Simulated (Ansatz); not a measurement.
# AlF2H3OSi: the cost of one run

All numbers below are computed with Ansatz 0.2.0 (RKS PBE0-D4/6-31G*).

## (1) The system as given

Bond lengths: F1–Al2 1.831 Å, Al2–F3 1.816 Å, Al2–O4 1.863 Å, O4–Si5 1.767 Å, Si5–H6 1.494 Å, Si5–H7 1.441 Å, Si5–H8 1.489 Å. Angles: F1–Al2–F3 119.9°, F1–Al2–O4 119.5°, F3–Al2–O4 120.6°, Al2–O4–Si5 102.5°, O4–Si5–H6 109.8°, O4–Si5–H7 112.3°, O4–Si5–H8 107.1°, H6–Si5–H7 110.1°, H6–Si5–H8 106.9°, H7–Si5–H8 110.4°.

As a file:

```xyz
8

F     1.2940   -1.4642    2.0847
Al    0.7162   -1.3643    0.3506
F    -0.1296   -2.7834   -0.4036
O     1.0580    0.1748   -0.6420
Si   -0.4232    1.1119   -0.4175
H    -0.5787    1.4773    1.0225
H    -1.5912    0.4062   -0.8791
H    -0.2534    2.3846   -1.1714
```

## (2) Relaxing end A

File input.yaml:

```yaml
crystal:
  periodic: [false, false, false]
  atoms:
    - { symbol: F, position_ang: [1.294, -1.4642, 2.0847] }
    - { symbol: Al, position_ang: [0.7162, -1.3643, 0.3506] }
    - { symbol: F, position_ang: [-0.1296, -2.7834, -0.4036] }
    - { symbol: O, position_ang: [1.058, 0.1748, -0.642] }
    - { symbol: Si, position_ang: [-0.4232, 1.1119, -0.4175] }
    - { symbol: H, position_ang: [-0.5787, 1.4773, 1.0225] }
    - { symbol: H, position_ang: [-1.5912, 0.4062, -0.8791] }
    - { symbol: H, position_ang: [-0.2534, 2.3846, -1.1714] }
basis:
  gaussian: { orbitals: "6-31G*" }
hamiltonian:
  xc: pbe0
  dispersion: d4
relax:
  f_tol: 0.015
  max_steps: 40
```

The run is started by

```console
> ansatz run input.yaml --threads 1 --pin off --max-ram 2048MiB --backend cpu --events-out ev --progress --plain --runs-dir out
```

What time and memory should one allow on 1 thread of Arm Neoverse V1, shared host?

About 67 s, with a peak of 0.18 GiB.
